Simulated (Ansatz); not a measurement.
**SnH2F2: how energies converge with the basis set**

How large a basis does SnH2F2 need? Two functionals are run in growing sets.

Program: Ansatz 0.2.0, Gaussian basis. Level of theory: one geometry, several basis sets. These are calculated values, not measurements.

Plan: PBE0-D4/def2-SVP; ωB97M-V/def2-SVP; PBE0-D4/def2-QZVPP; ωB97M-V/def2-QZVPP; the functionals' def2-TZVPP values are taken from earlier runs.

## Step 1: The relaxed structure

The geometry comes from an earlier relaxation with PBE0-D4 in a triple-zeta def2 set; it is a stationary point. Sn takes the def2 core potential; no spin-orbit term is included.

SMILES `[F][SnH2][F]`, 5 atoms, charge 0, spin multiplicity 1.

Atoms are counted from 1 here; the program's logs count them from 0.

Bond lengths: F1–Sn2 1.909 Å, Sn2–F3 1.909 Å, Sn2–H4 1.692 Å, Sn2–H5 1.692 Å. Angles: F1–Sn2–F3 103.3°, F1–Sn2–H4 107.1°, F1–Sn2–H5 107.1°, F3–Sn2–H4 107.1°, F3–Sn2–H5 107.1°, H4–Sn2–H5 123.6°.

## Step 2: PBE0-D4 in def2-SVP

Input file in.yaml:

```yaml
crystal:
  periodic: [false, false, false]
  atoms:
    - {symbol: F, position_ang: [-0.343470, -0.356273, 1.741420]}
    - {symbol: Sn, position_ang: [0.128898, -0.073187, -0.086217]}
    - {symbol: F, position_ang: [-1.231200, 1.110697, -0.712377]}
    - {symbol: H, position_ang: [-0.087393, -1.547072, -0.889110]}
    - {symbol: H, position_ang: [1.583165, 0.792136, -0.095017]}
basis:
  gaussian: {orbitals: def2-SVP}
hamiltonian: {xc: pbe0, dispersion: d4}
output: {orbitals: {seedname: orbitals}}
```

The runs that follow: ωB97M-V in def2-SVP; PBE0-D4 in def2-QZVPP; ωB97M-V in def2-QZVPP.

**Question.** What will the summary of the whole plan be? Wanted: PBE0-D4: double and triple zeta above quadruple; ωB97M-V: double and triple zeta above quadruple.

As calculated:

| quantity | value |
| --- | --- |
| PBE0-D4: double and triple zeta above quadruple | 7.88, 0.41 eV |
| ωB97M-V: double and triple zeta above quadruple | 8.05, 0.39 eV |

**Reading.** For PBE0-D4 the step from double to triple zeta gains 7.47 eV and the next only 0.41 eV. Total energies overstate the basis error of differences, where much of it tends to cancel. The LUMO of ωB97M-V is positive and keeps falling with the basis (1.39 to 0.49 eV): an unbound level that the basis holds in place.
